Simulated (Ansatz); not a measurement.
# CH5NOSi: up Jacob's ladder to CCSD(T)

An exercise on one series of results from a longer session: the logs are not shown, and one member is left open.

Computed with Ansatz 0.2.0, Gaussian basis. Level: functionals in def2-TZVPP, the program's frozen cores in correlated methods.

The runs, in order: LDA (SPW92), PBE-D4, revPBE-D4, BLYP-D4, r2SCAN-D4, B97M-V, PBE0-D4, B3LYP-D4, r2SCANh-D4, r2SCAN0-D4, HSE06-D4, BHLYP-D4, CAM-B3LYP-D4, LC-ωPBE, ωB97X-V, ωB97M-V, B2PLYP, PBE-QIDH; CCSD(T)/def2-SVP; CCSD(T)/def2-TZVPP; MP2/def2-QZVPP; extrapolation to the limit; RPA on PBE.

## The relaxed structure

An earlier PBE0-D4 in a triple-zeta def2 set relaxation fixed the geometry.

SMILES `N=C(O)[SiH3]`, 9 atoms, charge 0, spin multiplicity 1.

Atoms are counted from 1 here; the program's logs count them from 0.

Bond lengths: N1–C2 1.265 Å, N1–H5 1.015 Å, C2–O3 1.347 Å, C2–Si4 1.901 Å, O3–H6 0.970 Å, Si4–H7 1.484 Å, Si4–H8 1.483 Å, Si4–H9 1.483 Å. Angles: C2–N1–H5 111.9°, N1–C2–O3 119.5°, N1–C2–Si4 127.8°, O3–C2–Si4 112.8°, C2–O3–H6 106.7°, C2–Si4–H7 106.7°, C2–Si4–H8 109.8°, C2–Si4–H9 109.9°, H7–Si4–H8 110.3°, H7–Si4–H9 110.3°, H8–Si4–H9 109.8°.

The first run:

in.yaml reads:

```yaml
crystal:
  periodic: [false, false, false]
  atoms:
    - {symbol: N, position_ang: [0.551205, 1.216412, -1.085435]}
    - {symbol: C, position_ang: [0.457253, 0.489156, -0.054702]}
    - {symbol: O, position_ang: [1.285905, 0.703265, 0.985042]}
    - {symbol: Si, position_ang: [-0.752500, -0.944990, 0.251778]}
    - {symbol: H, position_ang: [-0.125657, 0.956090, -1.795603]}
    - {symbol: H, position_ang: [1.859618, 1.445138, 0.735391]}
    - {symbol: H, position_ang: [-1.602204, -1.052761, -0.960222]}
    - {symbol: H, position_ang: [0.002638, -2.204001, 0.464106]}
    - {symbol: H, position_ang: [-1.587758, -0.654510, 1.442645]}
basis:
  gaussian: {orbitals: def2-TZVPP}
hamiltonian: {xc: lda}
output: {orbitals: {seedname: orbitals}}
```

Run with:

```
> ansatz run in.yaml --threads 2 --pin off --events-out ev --progress --plain --max-ram 4352MiB
```

Steps of the session up to this table: LDA; PBE-D4 (GGA); revPBE-D4 (GGA); BLYP-D4 (GGA); r2SCAN-D4 (meta-GGA); B97M-V (meta-GGA); B3LYP-D4 (hybrid); r2SCANh-D4 (hybrid); r2SCAN0-D4 (hybrid); HSE06-D4 (hybrid); BHLYP-D4 (hybrid); CAM-B3LYP-D4 (range-separated); LC-ωPBE (range-separated); ωB97X-V (range-separated); ωB97M-V (range-separated); B2PLYP (double hybrid); PBE-QIDH (double hybrid).

One table of the session follows, with a row left open; its other results are not shown here.

It belongs to the step «Orbital energies across the functionals». 

```
  functional  HOMO (eV)  gap (eV)
 LDA (SPW92)      -6.57      4.93
      PBE-D4      -6.43      5.01
   revPBE-D4      -6.37      5.04
     BLYP-D4      -6.33      5.05
   r2SCAN-D4      -6.72      5.48
      B97M-V      -6.90      5.65
     PBE0-D4      -7.87      7.47
    B3LYP-D4      -7.65      7.01
  r2SCANh-D4      -7.26      6.40
  r2SCAN0-D4      -8.08      7.77
    HSE06-D4      -7.47      6.68
    BHLYP-D4      -9.27      9.99
CAM-B3LYP-D4      -9.31     10.08
     LC-ωPBE     -10.65     12.60
     ωB97X-V     -10.31     12.18
     ωB97M-V          ?         ?
```

**Question.** Estimate the row for ωB97M-V.

**Answer.** HOMO (eV): -10.21; gap (eV): 11.95. In the column «HOMO (eV)» it lies between ωB97X-V (-10.31) and CAM-B3LYP-D4 (-9.31).
